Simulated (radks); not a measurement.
# Excited configurations of Tl¹⁶⁺

Aim: excitation energies and quantum defects of the outer electron of Tl¹⁶⁺, by total-energy differences.

Method: Dirac Kohn-Sham, PBE, spin-unpolarised, spherical densities, finite nucleus; open shells are shared between the two j in proportion to 2j + 1. Code: radks (a radial shooting solver on a logarithmic mesh, Libxc functionals) version 1.

## 1. The system

| Item | Value |
| --- | --- |
| element | thallium (Z = 81) |
| charge | +16 |
| electrons | 65 |
| configuration | [Kr] 4d10 4f14 5s2 5p3 |
| nuclear rms radius | 5.4759 fm |

Outer shells as boxes (Hund's rule):

Tl¹⁶⁺
```
[Kr] core
4d [↑↓][↑↓][↑↓][↑↓][↑↓]
4f [↑↓][↑↓][↑↓][↑↓][↑↓][↑↓][↑↓]
5s [↑↓]
5p [↑ ][↑ ][↑ ]
```

## 2. Ground configuration: [Kr] 4d10 4f14 5s2 5p3

Settings of this run:

```text
Z 81
configuration [Kr] 4d10 4f14 5s2 5p3
relativity Dirac
functional pbe,pbe
spin unpolarised
j_filling average
nucleus finite rms 5.4759 fm
c 137.035999084
```

## 3. The ion: [Kr] 4d10 4f14 5s2 5p2

Settings, as their differences from step 2:

```diff
@@ -1,3 +1,3 @@
 Z 81
-configuration [Kr] 4d10 4f14 5s2 5p3
+configuration [Kr] 4d10 4f14 5s2 5p2
 relativity Dirac
```

## 4. Outer electron in 6s: [Kr] 4d10 4f14 5s2 5p2 6s1

Settings, as their differences from step 3:

```diff
@@ -1,3 +1,3 @@
 Z 81
-configuration [Kr] 4d10 4f14 5s2 5p2
+configuration [Kr] 4d10 4f14 5s2 5p2 6s1
 relativity Dirac
```

## 5. Outer electron in 6p: [Kr] 4d10 4f14 5s2 5p2 6p1

Settings, as their differences from step 4:

```diff
@@ -1,3 +1,3 @@
 Z 81
-configuration [Kr] 4d10 4f14 5s2 5p2 6s1
+configuration [Kr] 4d10 4f14 5s2 5p2 6p1
 relativity Dirac
```

## 6. Outer electron in 6d: [Kr] 4d10 4f14 5s2 5p2 6d1

Settings, as their differences from step 5:

```diff
@@ -1,3 +1,3 @@
 Z 81
-configuration [Kr] 4d10 4f14 5s2 5p2 6p1
+configuration [Kr] 4d10 4f14 5s2 5p2 6d1
 relativity Dirac
```

## 7. Outer electron in 7s: [Kr] 4d10 4f14 5s2 5p2 7s1

Settings, as their differences from step 6:

```diff
@@ -1,3 +1,3 @@
 Z 81
-configuration [Kr] 4d10 4f14 5s2 5p2 6d1
+configuration [Kr] 4d10 4f14 5s2 5p2 7s1
 relativity Dirac
```

## 8. Outer electron in 7d: [Kr] 4d10 4f14 5s2 5p2 7d1

Settings, as their differences from step 7:

```diff
@@ -1,3 +1,3 @@
 Z 81
-configuration [Kr] 4d10 4f14 5s2 5p2 7s1
+configuration [Kr] 4d10 4f14 5s2 5p2 7d1
 relativity Dirac
```

## 9. Outer electron in 7f: [Kr] 4d10 4f14 5s2 5p2 7f1

Settings, as their differences from step 8:

```diff
@@ -1,3 +1,3 @@
 Z 81
-configuration [Kr] 4d10 4f14 5s2 5p2 7d1
+configuration [Kr] 4d10 4f14 5s2 5p2 7f1
 relativity Dirac
```

What does the calculation give? Wanted: for each run, outer orbital; excitation; binding; n*; quantum defect; <r>.

The runs gave:

```tsv
outer orbital	excitation (eV)	binding (eV)	n*	quantum defect	<r> (bohr)
6s	144.15	245.15	4.005	1.995	1.446
6p	170.25	219.05	4.237	1.763	1.590
6d	205.46	183.84	4.625	1.375	1.764
7s	232.91	156.39	5.014	1.986	2.250
7d	265.32	123.98	5.632	1.368	2.676
7f	286.07	103.23	6.172	0.828	3.040
```

**Reading.** Binding is E(ion) − E, and n* = 17/√(2·binding) in atomic units. The Δ-SCF energy to the ion that was run is 389.30 eV (NIST's first ionisation energy, to the ion's ground state: 392 eV, theoretical). Mean quantum defects: s 1.99, p 1.76, d 1.37, f 0.83. They fall with l, since high-l orbitals stay out of the core. Self-interaction in the functional shifts them, so they are the method's values and not measured ones. Spin polarisation and multiplet splitting are left out, so open shells lie too high by an amount that depends on their filling. Sharing an open shell by 2j + 1 raises it above the true ground level by a part of the spin-orbit splitting, which enters the differences from NIST.
